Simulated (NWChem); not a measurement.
# Si2H4F2 (SMILES F[SiH](F)[SiH3]) at 5 levels

We compute a comparison of 5 runs (HF/STO-3G, HF/3-21G, B3LYP/6-31G*, M06-2X/cc-pVDZ) of Si2H4F2. 

The results are computed with NWChem 7.3.0.

1 further run of the same task is left out (set aside as unsound or not needed).

## 1. Starting point

The species is Si2H4F2 (8 atoms), meant as a singlet with charge 0. SMILES: `F[SiH](F)[SiH3]`. Geometry: relaxed at PBE0-D4/def2-TZVP.

Bond lengths: F1–Si2 1.593 Å, Si2–F3 1.593 Å, Si2–Si4 2.342 Å, Si2–H5 1.482 Å, Si4–H6 1.486 Å, Si4–H7 1.486 Å, Si4–H8 1.485 Å. Some angles: F1–Si2–F3 107.0°, F1–Si2–Si4 109.5°, F3–Si2–Si4 109.5°, F1–Si2–H5 107.3°, F3–Si2–H5 107.3°, Si4–Si2–H5 115.9°, Si2–Si4–H6 109.0°, Si2–Si4–H7 109.1°, Si2–Si4–H8 110.0°, H6–Si4–H7 109.2°.

## 2. Energy and forces at HF/STO-3G (run 1)

Input file f2h4si2.nw:

```
START f2h4si2
TITLE "F2H4Si2 hf"
memory 2200 mb
GEOMETRY units angstroms noautosym nocenter noautoz
F        0.971900      -1.046400       1.729500
Si       1.061800      -0.320500       0.314000
F        1.618700      -1.392500      -0.725000
Si      -1.075200       0.372800      -0.346900
H        2.081000       0.748800       0.431800
H       -1.595200       1.352300       0.642900
H       -0.983200       1.025300      -1.679300
H       -1.987700      -0.796800      -0.422700
END
BASIS "ao basis" spherical bse
F library STO-3G
Si library STO-3G
H library STO-3G
END
SCF
singlet
rhf
thresh 1e-08
maxiter 80
END
TASK scf gradient
```

Launch:

```sh
nwchem f2h4si2.nw > f2h4si2.out
```

Log:

```text
[...]
  functions       =    32
[...]
  wavefunction    = RHF
[...]
         Total SCF energy =   -769.650097605396
      One-electron energy =  -1530.239579929705
      Two-electron energy =    533.273172597086
 Nuclear repulsion energy =    227.316309727224
        Time for solution =      1.3s
[...]
                         RHF ENERGY GRADIENTS
    atom               coordinates                        gradient
                 x          y          z           x          y          z
   1 F       1.836625  -1.977409   3.268281   -0.001387   0.011334  -0.016868
   2 Si      2.006511  -0.605657   0.593374    0.015480  -0.049060   0.011042
   3 F       3.058899  -2.631443  -1.370051   -0.008581   0.015158   0.010463
   4 Si     -2.031833   0.704490  -0.655546   -0.003477  -0.004509  -0.000285
   5 H       3.932520   1.415027   0.815984    0.020919   0.017948   0.002982
   6 H      -3.014491   2.555476   1.214905   -0.009070   0.021681   0.023228
   7 H      -1.857979   1.937536  -3.173417    0.004801   0.014267  -0.029413
   8 H      -3.756208  -1.505734  -0.798787   -0.018686  -0.026819  -0.001149
[...]
```

Wall time 2.1 s (1 thread of Intel Xeon 6975P-C (Granite Rapids), shared host); peak memory 0.1 GiB.

## 3. Energy and forces at HF/3-21G (run 2)

Input file f2h4si2.xyz:

```xyz
8

F      0.971900    -1.046400     1.729500
Si     1.061800    -0.320500     0.314000
F      1.618700    -1.392500    -0.725000
Si    -1.075200     0.372800    -0.346900
H      2.081000     0.748800     0.431800
H     -1.595200     1.352300     0.642900
H     -0.983200     1.025300    -1.679300
H     -1.987700    -0.796800    -0.422700
```

Input file run.py:

```python
from ase.io import read
from ase.calculators.nwchem import NWChem

atoms = read('f2h4si2.xyz')

calc = NWChem(
    label='f2h4si2',
    theory='scf',
    memory='2200 mb',
    basis='3-21G',
    basispar='spherical bse',
    scf={'nopen': '0', 'rhf': None, 'thresh': '1e-08', 'maxiter': '80'},
)
atoms.calc = calc

forces = atoms.get_forces()
print("Total energy (eV):", round(atoms.get_potential_energy(), 6))
print("forces (eV/A):")
for s, f in zip(atoms.symbols, forces):
    print(f"{s:2s} {f[0]:10.5f} {f[1]:10.5f} {f[2]:10.5f}")
print("dipole (e A):", atoms.get_dipole_moment().round(4))
```

Launch:

```sh
export ASE_NWCHEM_COMMAND="nwchem PREFIX.nwi > PREFIX.nwo"
python run.py
```

Log:

```text
Total energy (eV): -21089.370639
forces (eV/A):
F    -0.06762   -0.80784    1.23017
Si   -0.21854    1.95363   -0.33548
F     0.48013   -1.09951   -0.85021
Si   -0.05471    0.06988   -0.02417
H    -0.24621   -0.07580   -0.05420
H     0.04206   -0.02910   -0.01373
H     0.02818   -0.02160    0.03929
H     0.03672    0.01023    0.00828
dipole (e A): [-0.1811  0.4232 -0.1073]
```

The calculator wrote f2h4si2.nwi:

```
title "f2h4si2"

permanent_dir f2h4si2

scratch_dir f2h4si2

start f2h4si2

geometry units angstrom nocenter noautosym noautoz
  F  9.7189999999999999e-01 -1.0464000000000000e+00 1.7295000000000000e+00
  Si 1.0618000000000001e+00 -3.2050000000000001e-01 3.1400000000000000e-01
  F  1.6187000000000000e+00 -1.3925000000000001e+00 -7.2499999999999998e-01
  Si -1.0751999999999999e+00 3.7280000000000002e-01 -3.4689999999999999e-01
  H  2.0810000000000000e+00 7.4880000000000002e-01 4.3180000000000002e-01
  H  -1.5952000000000000e+00 1.3523000000000001e+00 6.4290000000000003e-01
  H  -9.8319999999999996e-01 1.0253000000000001e+00 -1.6793000000000000e+00
  H  -1.9877000000000000e+00 -7.9679999999999995e-01 -4.2270000000000002e-01
end

memory 2200 mb

basis spherical bse noprint
   * library 3-21G
end

scf
  nopen 0
  rhf
  thresh 1e-08
  maxiter 80
end

task scf gradient
```

f2h4si2.nwo:

```text
Northwest Computational Chemistry Package (NWChem) 7.3.0
             --------------------------------------------------------

           Job information
           ---------------

    nwchem branch   = 7.3.0
    use scalapack   = T
    input           = f2h4si2.nwi
    prefix          = f2h4si2.
    data base       = f2h4si2/f2h4si2.db
    status          = startup
    nproc           =        1

           Memory information
           ------------------

[... 5 lines left out ...]
    hardfail = no
[... 135 lines left out ...]
         Quadratically convergent ROHF
[... 14 lines left out ...]
       Final RHF  results
[... 4 lines left out ...]
      Two-electron energy =    528.594208449261
[... 44 lines left out ...]
                       ROHF Final Molecular Orbital Analysis
[... 239 lines left out ...]
                 ----------------------------------------
                 |  Time  |  1-e(secs)   |  2-e(secs)   |
                 ----------------------------------------
                 |  CPU   |       0.00   |       0.36   |
                 ----------------------------------------
                 |  WALL  |       0.00   |       0.36   |
                 ----------------------------------------

 Task  times  cpu:        2.2s     wall:        2.2s
 Total times  cpu:        2.2s     wall:        2.2s
```

It took 3.6 s on 1 thread of Intel Xeon 6975P-C (Granite Rapids), shared host; peak memory 0.1 GiB.

Runs 3 to 4 aren't shown in full; the table further down has their settings and results.

## 4. Energy and forces at M06-2X/cc-pVDZ (run 5)

Input file run.xyz:

```xyz
8

F      0.971900    -1.046400     1.729500
Si     1.061800    -0.320500     0.314000
F      1.618700    -1.392500    -0.725000
Si    -1.075200     0.372800    -0.346900
H      2.081000     0.748800     0.431800
H     -1.595200     1.352300     0.642900
H     -0.983200     1.025300    -1.679300
H     -1.987700    -0.796800    -0.422700
```

Input file run.py:

```python
from ase.io import read
from ase.calculators.nwchem import NWChem

molecule = read('run.xyz')

calc = NWChem(
    label='run',
    theory='dft',
    memory='2200 mb',
    basis='cc-pVDZ',
    basispar='spherical bse',
    dft={'xc': 'm06-2x', 'mult': '1', 'grid': 'xfine', 'convergence': 'energy 1e-08', 'iterations': '100', 'mulliken': None},
)
molecule.calc = calc

forces = molecule.get_forces()
print(f"energy = {molecule.get_potential_energy():.6f} eV")
print("forces (eV/A):")
for s, f in zip(molecule.symbols, forces):
    print(f"{s:2s} {f[0]:10.5f} {f[1]:10.5f} {f[2]:10.5f}")
print("dipole (e A):", molecule.get_dipole_moment().round(4))
```

Launch:

```sh
export ASE_NWCHEM_COMMAND="nwchem PREFIX.nwi > PREFIX.nwo"
python run.py
```

Log:

```text
energy = -21253.581062 eV
forces (eV/A):
F    -0.11441   -0.80666    1.55814
Si   -0.52451    1.97661   -0.41899
F     0.59819   -1.18672   -1.14759
Si    0.07523   -0.02155    0.02299
H     0.01733    0.02859    0.00051
H    -0.02237    0.03708    0.04186
H     0.00339    0.02345   -0.05543
H    -0.03286   -0.05075   -0.00149
dipole (e A): [-0.1558  0.3127 -0.0851]
```

The calculator wrote run.nwi:

```
title "run"

permanent_dir run

scratch_dir run

start run

geometry units angstrom nocenter noautosym noautoz
  F  9.7189999999999999e-01 -1.0464000000000000e+00 1.7295000000000000e+00
  Si 1.0618000000000001e+00 -3.2050000000000001e-01 3.1400000000000000e-01
  F  1.6187000000000000e+00 -1.3925000000000001e+00 -7.2499999999999998e-01
  Si -1.0751999999999999e+00 3.7280000000000002e-01 -3.4689999999999999e-01
  H  2.0810000000000000e+00 7.4880000000000002e-01 4.3180000000000002e-01
  H  -1.5952000000000000e+00 1.3523000000000001e+00 6.4290000000000003e-01
  H  -9.8319999999999996e-01 1.0253000000000001e+00 -1.6793000000000000e+00
  H  -1.9877000000000000e+00 -7.9679999999999995e-01 -4.2270000000000002e-01
end

memory 2200 mb

basis spherical bse noprint
   * library cc-pVDZ
end

dft
  xc m06-2x
  mult 1
  grid xfine
  convergence energy 1e-08
  iterations 100
  mulliken
end

task dft gradient
```

run.nwo:

```text
Northwest Computational Chemistry Package (NWChem) 7.3.0
             --------------------------------------------------------

           Job information
           ---------------

    nwchem branch   = 7.3.0
    use scalapack   = T
    input           = run.nwi
    prefix          = run.
    data base       = run/run.db
    status          = startup
    nproc           =        1

           Memory information
           ------------------

[... 5 lines left out ...]
    hardfail = no
[... 106 lines left out ...]
  convergence criterion.
[... 40 lines left out ...]
          Spatial weights used:  Erf1
[... 32 lines left out ...]
 1-e energy   =   -1534.195058
[... 46 lines left out ...]
           Coulomb energy =      592.240594066067
[... 655 lines left out ...]
          Convergence on density requested:  1.00D-05
[... 26 lines left out ...]
          total energy or number of iterations.
[... 36 lines left out ...]
                 ----------------------------------------
                 |  Time  |  1-e(secs)   |  2-e(secs)   |
                 ----------------------------------------
                 |  CPU   |       0.01   |       7.12   |
                 ----------------------------------------
                 |  WALL  |       0.01   |       7.12   |
                 ----------------------------------------

 Task  times  cpu:       82.3s     wall:       82.3s
 Total times  cpu:       82.4s     wall:       82.4s
```

Run time: 84 s. Hardware: 1 thread of Intel Xeon 6975P-C (Granite Rapids), shared host; peak memory 0.15 GiB.

## 5. Overview of the runs

```
run                               level  iteration cap  module  energy (Eh)  dipole moment (D)  HOMO energy (eV)  LUMO energy (eV)  wall time
  1                           HF/STO-3G             80     scf  -769.650098               1.40             -8.38             10.34      2.1 s
  2                            HF/3-21G             80     scf  -775.020082               2.27            -11.60              3.37      3.6 s
  3  B3LYP/6-31G* (spherical functions)            100     dft  -781.181184               1.54             -8.22             -0.13       34 s
  4  B3LYP/6-31G* (Cartesian functions)            100     dft  -781.187293               1.55                 –                 –       32 s
  5                      M06-2X/cc-pVDZ            100     dft  -781.054704               1.73             -9.63              0.78       84 s
```

## 6. What came out

| quantity | value |
| --- | --- |
| run 5: total energy | -781.05470 Eh |
| run 5: dipole moment | 1.73 D |
| run 5: HOMO energy | -9.63 eV |
| run 5: LUMO energy | 0.78 eV |
| run 5: HOMO–LUMO gap | 10.41 eV |
| run 5: largest force on an atom | 2.087 eV/Å |

**Reading.** The dipole moment (its size) runs from 1.40 D (HF/STO-3G) to 2.27 D (HF/3-21G). Over runs 1, 2, 3, 5 the HOMO–LUMO gap runs from 8.09 eV (B3LYP/6-31G*) to 18.72 eV (HF/STO-3G). The two ends differ in method and basis. Totals of different functionals can't be ranked against each other. In run 1 the basis is minimal, so the values are rough. All runs together took 2.6 min, the longest 84 s.
